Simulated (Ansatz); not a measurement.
# CH5GeLi (SMILES [Li][CH2][GeH3]): single points off equilibrium

An exercise on one series of results from a longer session: the logs are not shown, and one member is left open.

The runs use Ansatz 0.2.0, Gaussian basis; single points in def2-TZVPP.

Correlated methods freeze the cores. Filled d shells of the heavier atoms are correlated. The outer core shell of Li, Na, Mg and K is correlated.

## Starting geometry

SMILES `[Li][CH2][GeH3]`, 8 atoms, charge 0, spin multiplicity 1.

Atoms are counted from 1 here; the program's logs count them from 0.

Bond lengths: Li1–C2 1.954 Å, C2–Ge3 1.968 Å, C2–H4 1.114 Å, C2–H5 1.123 Å, Ge3–H6 1.560 Å, Ge3–H7 1.502 Å, Ge3–H8 1.570 Å. Angles: Li1–C2–Ge3 101.1°, Li1–C2–H4 115.0°, Li1–C2–H5 117.7°, Ge3–C2–H4 106.7°, Ge3–C2–H5 109.9°, H4–C2–H5 105.9°, C2–Ge3–H6 111.4°, C2–Ge3–H7 113.6°, C2–Ge3–H8 117.0°, H6–Ge3–H7 105.5°, H6–Ge3–H8 100.2°, H7–Ge3–H8 107.8°.

Geometry (Å):

```xyz
8
CH5GeLi
Li   -2.2802    0.3110   -0.3012
C    -0.4166    0.5195   -0.8514
Ge    0.5158   -0.4024    0.6156
H    -0.1412   -0.0122   -1.7903
H    -0.0176    1.5637   -0.9609
H     0.2764    0.3119    1.9818
H     0.0615   -1.8191    0.8196
H     2.0854   -0.4033    0.5731
```

The first run:

Contents of run/in.yaml:

```yaml
crystal:
  periodic: [false, false, false]
  atoms:
    - {symbol: Li, position_ang: [-2.280200, 0.311000, -0.301200]}
    - {symbol: C, position_ang: [-0.416600, 0.519500, -0.851400]}
    - {symbol: Ge, position_ang: [0.515800, -0.402400, 0.615600]}
    - {symbol: H, position_ang: [-0.141200, -0.012200, -1.790300]}
    - {symbol: H, position_ang: [-0.017600, 1.563700, -0.960900]}
    - {symbol: H, position_ang: [0.276400, 0.311900, 1.981800]}
    - {symbol: H, position_ang: [0.061500, -1.819100, 0.819600]}
    - {symbol: H, position_ang: [2.085400, -0.403300, 0.573100]}
basis:
  gaussian: {orbitals: def2-TZVPP}
correlation: {method: ccsd_t}
output: {forces: true}
```

No record of the launch command was kept for these runs.

Steps of the session up to this table: CCSD(T)/def2-TZVPP; PBE0-D4/def2-TZVPP; wB97M-V/def2-TZVPP; r2SCAN-D4/def2-TZVPP; PBE-D4/def2-TZVPP; revPBE-D4/def2-TZVPP; B97M-V/def2-TZVPP.

One table of the session follows, with a row left open; its other results are not shown here.

```
   method  RMS force component (eV/Å)  angle to CCSD(T) forces (°)  dipole (D)
  CCSD(T)                       0.461                    reference        6.37
  PBE0-D4                           ?                            ?           ?
  wB97M-V                       0.475                          4.2        6.24
r2SCAN-D4                       0.451                          6.6        6.37
   PBE-D4                       0.428                         16.4        6.13
revPBE-D4                       0.431                         18.1        6.14
   B97M-V                       0.487                         10.6        6.43
```

Estimate the missing values for PBE0-D4.

The run gave: RMS force component (eV/Å): 0.466; angle to CCSD(T) forces (°): 8.5; dipole (D): 6.28. In the column «RMS force component (eV/Å)» it lies between CCSD(T) (0.461) and wB97M-V (0.475).
